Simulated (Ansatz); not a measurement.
# CH5AlO2: one species, many methods

An exercise on one series of results from a longer session: the logs are not shown, and one member is left open.

Method: functionals in def2-TZVPP, the program's frozen cores in correlated methods; program: Ansatz 0.2.0, Gaussian basis.

Plan: LDA (SPW92), PBE-D4, revPBE-D4, BLYP-D4, r2SCAN-D4, B97M-V, PBE0-D4, B3LYP-D4, r2SCANh-D4, r2SCAN0-D4, HSE06-D4, BHLYP-D4, CAM-B3LYP-D4, LC-ωPBE, ωB97X-V, ωB97M-V, B2PLYP, PBE-QIDH; CCSD(T)/def2-SVP; CCSD(T)/def2-TZVPP; MP2/def2-QZVPP; extrapolation to the limit; RPA on PBE.

## The geometry

An earlier PBE0-D4 in a triple-zeta def2 set relaxation fixed the geometry.

9 atoms, charge 0, spin multiplicity 1.

Atoms are counted from 1 here; the program's logs count them from 0.

Bond lengths: O1–C2 1.522 Å, O1–Al3 1.972 Å, O1–H5 0.961 Å, C2–Al3 1.932 Å, C2–H6 1.087 Å, C2–H7 1.089 Å, Al3–O4 1.702 Å, Al3–H8 1.585 Å, O4–H9 0.955 Å. Angles: C2–O1–Al3 65.7°, C2–O1–H5 111.4°, Al3–O1–H5 123.0°, O1–C2–Al3 68.4°, O1–C2–H6 106.8°, O1–C2–H7 109.6°, Al3–C2–H6 125.6°, Al3–C2–H7 121.9°, H6–C2–H7 110.8°, O1–Al3–C2 45.9°, O1–Al3–O4 113.3°, O1–Al3–H8 108.7°, C2–Al3–O4 118.9°, C2–Al3–H8 119.5°, O4–Al3–H8 121.5°, Al3–O4–H9 122.3°.

Set-up of the first run:

The input, in.yaml:

```yaml
crystal:
  periodic: [false, false, false]
  atoms:
    - {symbol: O, position_ang: [-0.624475, 0.530097, -0.955541]}
    - {symbol: C, position_ang: [0.882969, 0.417340, -0.777979]}
    - {symbol: Al, position_ang: [-0.068250, -0.535277, 0.608058]}
    - {symbol: O, position_ang: [-0.358969, 0.245367, 2.092746]}
    - {symbol: H, position_ang: [-0.909754, 0.134941, -1.783481]}
    - {symbol: H, position_ang: [1.266098, 1.431632, -0.699484]}
    - {symbol: H, position_ang: [1.314198, -0.094318, -1.636751]}
    - {symbol: H, position_ang: [-0.491267, -2.044300, 0.370089]}
    - {symbol: H, position_ang: [-0.922148, -0.131880, 2.765243]}
basis:
  gaussian: {orbitals: def2-TZVPP}
hamiltonian: {xc: lda}
output: {orbitals: {seedname: orbitals}}
```

Started as:

```sh
ansatz run in.yaml --threads 2 --pin off --events-out ev --progress --plain --max-ram 4352MiB
```

Steps of the session up to this table: LDA; PBE-D4 (GGA); revPBE-D4 (GGA); BLYP-D4 (GGA); r2SCAN-D4 (meta-GGA); B97M-V (meta-GGA); PBE0-D4 (hybrid); B3LYP-D4 (hybrid); r2SCANh-D4 (hybrid); r2SCAN0-D4 (hybrid); HSE06-D4 (hybrid); BHLYP-D4 (hybrid); CAM-B3LYP-D4 (range-separated); LC-ωPBE (range-separated); ωB97X-V (range-separated); ωB97M-V (range-separated); B2PLYP (double hybrid); PBE-QIDH (double hybrid).

One table of the session follows, with a row left open; its other results are not shown here.

It belongs to the step «Orbital energies across the functionals». 

```
  functional  HOMO (eV)  gap (eV)
 LDA (SPW92)      -6.15      5.18
      PBE-D4      -6.02      5.22
   revPBE-D4      -5.97      5.25
     BLYP-D4      -5.93      5.14
   r2SCAN-D4      -6.29      6.07
      B97M-V          ?         ?
     PBE0-D4      -7.38      7.49
    B3LYP-D4      -7.18      6.96
  r2SCANh-D4      -6.80      6.86
  r2SCAN0-D4      -7.56      8.02
    HSE06-D4      -6.97      6.71
    BHLYP-D4      -8.68      9.51
CAM-B3LYP-D4      -8.82      9.77
     LC-ωPBE     -10.21     12.43
     ωB97X-V      -9.84     11.88
     ωB97M-V      -9.69     11.33
```

**Question.** Estimate the row for B97M-V.

The run gave: HOMO (eV): -6.40; gap (eV): 5.86. In the column «HOMO (eV)» it lies between r2SCANh-D4 (-6.80) and r2SCAN-D4 (-6.29).
